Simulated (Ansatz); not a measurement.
# CH2BFOS: the cost of one run

The runs use Ansatz 0.2.0, Gaussian basis; the settings change from run to run.

### 1 The geometry

An earlier PBE0-D4 in a triple-zeta def2 set relaxation fixed the geometry.

SMILES `OB1SC1F`, 7 atoms, charge 0, spin multiplicity 1.

Atoms are counted from 1 here; the program's logs count them from 0.

Bond lengths: O1–B2 1.338 Å, O1–H6 0.961 Å, B2–S3 1.754 Å, B2–C4 1.534 Å, S3–C4 1.861 Å, C4–F5 1.366 Å, C4–H7 1.086 Å. Angles: B2–O1–H6 113.8°, O1–B2–S3 142.1°, O1–B2–C4 149.2°, S3–B2–C4 68.5°, B2–S3–C4 50.1°, B2–C4–S3 61.3°, B2–C4–F5 120.2°, B2–C4–H7 126.4°, S3–C4–F5 115.6°, S3–C4–H7 113.2°, F5–C4–H7 109.8°.

### 2 CAM-B3LYP/ANO-RCC-VTZP

File in.yaml:

```yaml
crystal:
  periodic: [false, false, false]
  atoms:
    - {symbol: O, position_ang: [-1.123122, 0.224304, 1.441163]}
    - {symbol: B, position_ang: [-0.252800, -0.245009, 0.540003]}
    - {symbol: S, position_ang: [0.885777, -1.551017, 0.263891]}
    - {symbol: C, position_ang: [0.490053, -0.070063, -0.791054]}
    - {symbol: F, position_ang: [1.485853, 0.857361, -0.905081]}
    - {symbol: H, position_ang: [-1.541972, 1.049602, 1.182127]}
    - {symbol: H, position_ang: [0.117412, -0.333278, -1.776850]}
basis:
  gaussian: {orbitals: ANO-RCC-VTZP}
hamiltonian: {xc: {name: CAM-B3LYP}}
output: {forces: true}
```

On the command line:

```bash
$ ansatz run in.yaml --threads 2 --pin off --events-out ev --progress --plain --max-ram 4352MiB
```

What time and memory should one allow on 2 threads of Arm Neoverse V1, shared host?

About 15 s, with a peak of 0.66 GiB.
